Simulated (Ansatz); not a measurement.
**CH6NO3V: up Jacob's ladder to CCSD(T)**

An exercise on one series of results from a longer session: the logs are not shown, and one member is left open.

Program: Ansatz 0.2.0, Gaussian basis. Level of theory: functionals in def2-TZVPP, the program's frozen cores in correlated methods. These are calculated values, not measurements.

Plan: LDA (SPW92), PBE-D4, revPBE-D4, BLYP-D4, r2SCAN-D4, B97M-V, PBE0-D4, B3LYP-D4, r2SCANh-D4, r2SCAN0-D4, HSE06-D4, BHLYP-D4, CAM-B3LYP-D4, LC-ωPBE, ωB97X-V, ωB97M-V, B2PLYP, PBE-QIDH; CCSD(T)/def2-SVP; MP2/def2-TZVPP; MP2/def2-QZVPP; RPA on PBE.

**The geometry**

All runs share one geometry, relaxed beforehand with PBE0-D4 in a triple-zeta def2 set.

12 atoms, charge 0, spin multiplicity 1.

Atoms are counted from 1 here; the program's logs count them from 0.

Bond lengths: C1–N2 1.413 Å, C1–H7 1.096 Å, C1–H8 1.096 Å, C1–H9 1.096 Å, N2–V3 1.605 Å, V3–O4 1.792 Å, V3–O5 1.776 Å, V3–O6 1.776 Å, O4–H10 0.964 Å, O5–H11 0.958 Å, O6–H12 0.959 Å. Angles: N2–C1–H7 110.3°, N2–C1–H8 110.8°, N2–C1–H9 110.8°, H7–C1–H8 108.3°, H7–C1–H9 108.3°, H8–C1–H9 108.2°, C1–N2–V3 175.7°, N2–V3–O4 104.3°, N2–V3–O5 110.1°, N2–V3–O6 110.1°, O4–V3–O5 111.3°, O4–V3–O6 111.3°, O5–V3–O6 109.6°, V3–O4–H10 113.8°, V3–O5–H11 123.7°, V3–O6–H12 123.7°.

The first run:

Contents of in.yaml:

```yaml
crystal:
  periodic: [false, false, false]
  atoms:
    - {symbol: C, position_ang: [-0.423039, -1.454491, 1.378708]}
    - {symbol: N, position_ang: [-0.172236, -0.441949, 0.426129]}
    - {symbol: V, position_ang: [0.228987, 0.679820, -0.649723]}
    - {symbol: O, position_ang: [2.008195, 0.531575, -0.801712]}
    - {symbol: O, position_ang: [-0.579828, 0.359051, -2.197766]}
    - {symbol: O, position_ang: [-0.236278, 2.288301, -0.058207]}
    - {symbol: H, position_ang: [0.513045, -1.945647, 1.667268]}
    - {symbol: H, position_ang: [-1.099222, -2.214073, 0.970295]}
    - {symbol: H, position_ang: [-0.884224, -1.035027, 2.279975]}
    - {symbol: H, position_ang: [2.398449, 1.154590, -1.425878]}
    - {symbol: H, position_ang: [-1.094824, -0.429513, -2.375673]}
    - {symbol: H, position_ang: [-0.582027, 2.452364, 0.820586]}
basis:
  gaussian: {orbitals: def2-TZVPP}
hamiltonian: {xc: lda}
output: {orbitals: {seedname: orbitals}}
```

Command:

```sh
ansatz run in.yaml --threads 4 --pin off --events-out ev --progress --plain --max-ram 11315MiB
```

Steps of the session up to this table: LDA; PBE-D4 (GGA); revPBE-D4 (GGA); BLYP-D4 (GGA); r2SCAN-D4 (meta-GGA); B97M-V (meta-GGA); PBE0-D4 (hybrid); B3LYP-D4 (hybrid); r2SCANh-D4 (hybrid); r2SCAN0-D4 (hybrid); HSE06-D4 (hybrid); BHLYP-D4 (hybrid); CAM-B3LYP-D4 (range-separated); LC-ωPBE (range-separated); ωB97X-V (range-separated); ωB97M-V (range-separated); B2PLYP (double hybrid); PBE-QIDH (double hybrid).

One table of the session follows, with a row left open; its other results are not shown here.

It belongs to the step «Orbital energies across the functionals». 

| functional | HOMO (eV) | LUMO (eV) | gap (eV) |
| --- | --- | --- | --- |
| LDA (SPW92) | -6.40 | -2.56 | 3.85 |
| PBE-D4 | -6.24 | -2.34 | 3.90 |
| revPBE-D4 | -6.18 | -2.26 | 3.91 |
| BLYP-D4 | -6.14 | -2.28 | 3.86 |
| r2SCAN-D4 | -6.51 | -2.33 | 4.18 |
| B97M-V | -6.60 | -2.36 | 4.24 |
| PBE0-D4 | -7.68 | -1.46 | 6.21 |
| B3LYP-D4 | ? | ? | ? |
| r2SCANh-D4 | -7.05 | -1.98 | 5.07 |
| r2SCAN0-D4 | -7.87 | -1.45 | 6.42 |
| HSE06-D4 | -7.27 | -1.85 | 5.43 |
| BHLYP-D4 | -9.02 | -0.47 | 8.55 |
| CAM-B3LYP-D4 | -9.10 | -0.38 | 8.72 |
| LC-ωPBE | -10.45 | 0.80 | 11.26 |
| ωB97X-V | -10.10 | 0.75 | 10.85 |
| ωB97M-V | -10.02 | 0.72 | 10.74 |

Estimate the missing values for B3LYP-D4.

Worked estimate for «HOMO (eV)». Against the share of exact exchange, BLYP-D4 (0, -6.14), BHLYP-D4 (0.5, -9.02) give a slope of -5.76 per unit share; at 0.2 the line stands at -7.29.

As computed: HOMO (eV): -7.45; LUMO (eV): -1.75; gap (eV): 5.70. In «HOMO (eV)» the line misses by +0.16.
